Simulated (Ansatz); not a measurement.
# BF₃: geometry and frequencies at several levels

The task, for BF₃: geometry and frequencies at several levels.

Program: Ansatz 0.2.0. Level of theory: the levels named in each step. These are calculated values, not measurements.

### Step 1. The structure to begin with

Bond lengths: F1–B2 1.311 Å, B2–F3 1.311 Å, B2–F4 1.311 Å. Angles: F1–B2–F3 120.0°, F1–B2–F4 120.0°, F3–B2–F4 120.0°.

As a file:

```xyz
4

F     1.2129   -0.4964   -0.0396
B     0.0000    0.0000    0.0000
F    -1.0359   -0.8027    0.0429
F    -0.1771    1.2992   -0.0033
```

### Step 2. Frequencies, PBE0-D4/def2-TZVPP

input.yaml

```yaml
crystal:
  periodic: [false, false, false]
  atoms:
    - { symbol: F, position_ang: [1.21287001, -0.49641785, -0.03963467] }
    - { symbol: B, position_ang: [-2.392e-05, 3.782e-05, 6.95e-06] }
    - { symbol: F, position_ang: [-1.03587537, -0.80266037, 0.04293387] }
    - { symbol: F, position_ang: [-0.17707071, 1.29919041, -0.00328616] }
basis:
  gaussian: { orbitals: def2-TZVPP }
hamiltonian:
  xc: pbe0
  dispersion: d4
phonons: {}
```

Launch:

```console
ansatz run input.yaml --threads 2 --pin off --max-ram 5120MiB --backend cpu --events-out ev --progress --plain --runs-dir out
```

Further steps of the session: Relaxation, PBE-D4/def2-TZVPP; Frequencies, PBE-D4/def2-TZVPP; Relaxation, r2SCAN-D4/def2-TZVPP; Frequencies, r2SCAN-D4/def2-TZVPP; Relaxation, B3LYP-D4/def2-TZVPP; Frequencies, B3LYP-D4/def2-TZVPP; Relaxation, B2PLYP/def2-TZVPP; Frequencies, B2PLYP/def2-TZVPP.

Q: Predict the outcome of this session. Wanted: F1–B2 at B2PLYP/def2-TZVPP; B2–F3 at B2PLYP/def2-TZVPP; B2–F4 at B2PLYP/def2-TZVPP; frequencies at B2PLYP/def2-TZVPP.

**Answer**, as computed:

| quantity | value |
| --- | --- |
| F1–B2 at B2PLYP/def2-TZVPP | 1.315 Å |
| B2–F3 at B2PLYP/def2-TZVPP | 1.315 Å |
| B2–F4 at B2PLYP/def2-TZVPP | 1.315 Å |
| frequencies at B2PLYP/def2-TZVPP | 476 to 1473 cm⁻¹ |

What this shows: The F–B distance spreads over 0.011 Å, from r2SCAN-D4/def2-TZVPP (shortest) to PBE-D4/def2-TZVPP. No mode is imaginary, so the geometry is a minimum.
